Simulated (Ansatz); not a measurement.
# CH9NSi2 (SMILES C[SiH2]N[SiH3]) at BLYP/cc-pVDZ

What is the energy change on altering one bond length of CH9NSi2 at BLYP/cc-pVDZ? 

Program for the calculation: Ansatz 0.2.0.

44 further runs of the same task are left out: 44 set aside as unsound or not needed. Runs told in other sessions of the task aren't counted.

**1. The system as given**

CH9NSi2: 13 atoms, total charge 0, spin state singlet. As SMILES, `C[SiH2]N[SiH3]`. The coordinates come from a PBE0-D4/def2-TZVP relaxation. This is one conformer, not always the lowest.

Bond lengths: C1–Si2 1.865 Å, Si2–N3 1.730 Å, N3–Si4 1.724 Å, C1–H5 1.094 Å, C1–H6 1.093 Å, C1–H7 1.093 Å, Si2–H8 1.491 Å, Si2–H9 1.487 Å, N3–H10 1.011 Å, Si4–H11 1.485 Å, Si4–H12 1.489 Å, Si4–H13 1.491 Å. Some angles: C1–Si2–N3 112.8°, Si2–N3–Si4 128.4°, C1–Si2–H8 108.4°, C1–Si2–H9 110.4°, N3–Si2–H8 110.2°, N3–Si2–H9 106.2°, Si2–C1–H5 110.6°, Si2–C1–H6 110.9°, Si2–C1–H7 111.0°, Si2–N3–H10 115.9°.

**2. The energy at BLYP/cc-pVDZ**

Contents of in.yaml:

```yaml
crystal:
  periodic: [false, false, false]
  atoms:
    - {symbol: C, position_ang: [0.548000, 2.005600, -0.681400]}
    - {symbol: Si, position_ang: [-0.416900, 0.418300, -0.851600]}
    - {symbol: N, position_ang: [0.330700, -0.910900, -0.035400]}
    - {symbol: Si, position_ang: [-0.254700, -1.802600, 1.318600]}
    - {symbol: H, position_ang: [0.048800, 2.818700, -1.215900]}
    - {symbol: H, position_ang: [0.644700, 2.292400, 0.368400]}
    - {symbol: H, position_ang: [1.553200, 1.899700, -1.098200]}
    - {symbol: H, position_ang: [-0.565400, 0.112100, -2.303700]}
    - {symbol: H, position_ang: [-1.769200, 0.566800, -0.250900]}
    - {symbol: H, position_ang: [1.189600, -1.253400, -0.443100]}
    - {symbol: H, position_ang: [-1.238600, -0.954600, 2.037800]}
    - {symbol: H, position_ang: [0.874300, -2.146100, 2.226000]}
    - {symbol: H, position_ang: [-0.924100, -3.080700, 0.944100]}
basis:
  gaussian:
    orbitals: cc-pVDZ
hamiltonian:
  xc: {name: BLYP}
output: {orbitals: {seedname: orbitals}}
accuracy: high
```

Launch:

```console
$ ansatz run in.yaml --threads 1 --pin off --max-ram 2610MiB --events-out events.jsonl --progress --plain --runs-dir runs
```

The log of the run:

```text
Warning: RAYON_NUM_THREADS=1 ignored (pool sized by the plan → 1); use --threads N
Functional definition: BLYP
  name "BLYP"
  parameter beta = 0.0042
  parameter a = 0.04918
  parameter b = 0.132
  parameter c = 0.2533
  parameter d = 0.349
  exchange = b88_x(beta = beta)
  correlation = lyp_c(a = a, b = b, c = c, d = d)
2673 factors; integrals over basis functions are off by at most 3.8e-9 eV
mean field evaluation 1: about -18412.9243 eV, gradient 8.2e1 eV
mean field evaluation 2: about -18372.9637 eV, gradient 1.4e2 eV
mean field evaluation 4: about -18427.2858 eV, gradient 1.3e1 eV
mean field evaluation 8: about -18427.7163 eV, gradient 5.6e-1 eV
mean field evaluation 16: about -18427.7173 eV, gradient 3.8e-5 eV
mean field -18427.71730981 eV, -677.2061203803 hartree, gradient 2.1e-8 eV, S^2 0.000000; 0 other end points of the search recorded, 0 dependent functions left out
reference -18427.71737801 eV, -677.2061228864 hartree; 25, 25 occupied and 84, 84 virtual orbitals, 2673 factors
Total energy: -18427.71737801 eV, -677.2061228864 hartree
```

Wall time 12 s (1 thread of Intel Xeon Platinum 8259CL at 2.50GHz (Skylake/Cascade Lake), shared host); peak memory 0.37 GiB.

**3. The distorted shape**

Contents of molecule.yaml:

```yaml
crystal:
  periodic: [false, false, false]
  atoms:
    - {symbol: C, position_ang: [0.290356, 2.108340, -0.559102]}
    - {symbol: Si, position_ang: [-0.674544, 0.521040, -0.729302]}
    - {symbol: "N", position_ang: [0.073056, -0.808160, 0.086898]}
    - {symbol: Si, position_ang: [-0.512344, -1.699860, 1.440898]}
    - {symbol: H, position_ang: [-0.208844, 2.921440, -1.093602]}
    - {symbol: H, position_ang: [0.387056, 2.395140, 0.490698]}
    - {symbol: H, position_ang: [1.295556, 2.002440, -0.975902]}
    - {symbol: H, position_ang: [-0.823044, 0.214840, -2.181402]}
    - {symbol: H, position_ang: [-2.026844, 0.669540, -0.128602]}
    - {symbol: H, position_ang: [1.189600, -1.253400, -0.443100]}
    - {symbol: H, position_ang: [-1.496244, -0.851860, 2.160098]}
    - {symbol: H, position_ang: [0.616656, -2.043360, 2.348298]}
    - {symbol: H, position_ang: [-1.181744, -2.977960, 1.066398]}
basis:
  gaussian: {orbitals: cc-pVDZ}
hamiltonian: {xc: {name: BLYP}}
accuracy: high
output: {orbitals: {seedname: orbitals}}
```

Launch:

```console
$ ansatz run molecule.yaml --threads 1 --pin off --max-ram 2610MiB --events-out events.jsonl --progress --plain --runs-dir runs
```

The log of the run, shortened:

```text
Warning: RAYON_NUM_THREADS=1 ignored (pool sized by the plan → 1); use --threads N
[... 9 set-up lines as earlier in the session ...]
2686 factors; integrals over basis functions are off by at most 3.9e-9 eV
mean field evaluation 1: about -18411.8295 eV, gradient 8.1e1 eV
mean field evaluation 2: about -18366.4869 eV, gradient 1.4e2 eV
mean field evaluation 4: about -18426.3053 eV, gradient 1.4e1 eV
mean field evaluation 8: about -18426.7653 eV, gradient 1.6e-1 eV
mean field evaluation 16: about -18426.7653 eV, gradient 7.4e-6 eV
mean field -18426.76534571 eV, -677.1711363447 hartree, gradient 3.6e-8 eV, S^2 0.000000; 0 other end points of the search recorded, 0 dependent functions left out
reference -18426.76541520 eV, -677.1711388984 hartree; 25, 25 occupied and 84, 84 virtual orbitals, 2686 factors
Total energy: -18426.76541520 eV, -677.1711388984 hartree
```

Wall time 11 s (1 thread of Intel Xeon Platinum 8259CL at 2.50GHz (Skylake/Cascade Lake), shared host); peak memory 0.37 GiB.

**4. Outcome**

At BLYP/cc-pVDZ:

| quantity | value |
| --- | --- |
| first shape: total energy | -677.20612 Eh |
| first shape: HOMO energy | -5.61 eV |
| first shape: LUMO energy | 0.00 eV |
| first shape: HOMO–LUMO gap | 5.61 eV |
| distorted shape: total energy | -677.17114 Eh |
| distorted shape: HOMO energy | -5.52 eV |
| distorted shape: LUMO energy | -1.18 eV |
| distorted shape: HOMO–LUMO gap | 4.34 eV |
| energy change with the N3–H10 bond stretched from 1.011 to 1.314 Å | 0.952 eV |

In words: With the N3–H10 bond stretched from 1.011 to 1.314 Å the energy rises by 0.95 eV (91.9 kJ/mol). The first shape isn't relaxed at this level, so the change isn't measured from a minimum.
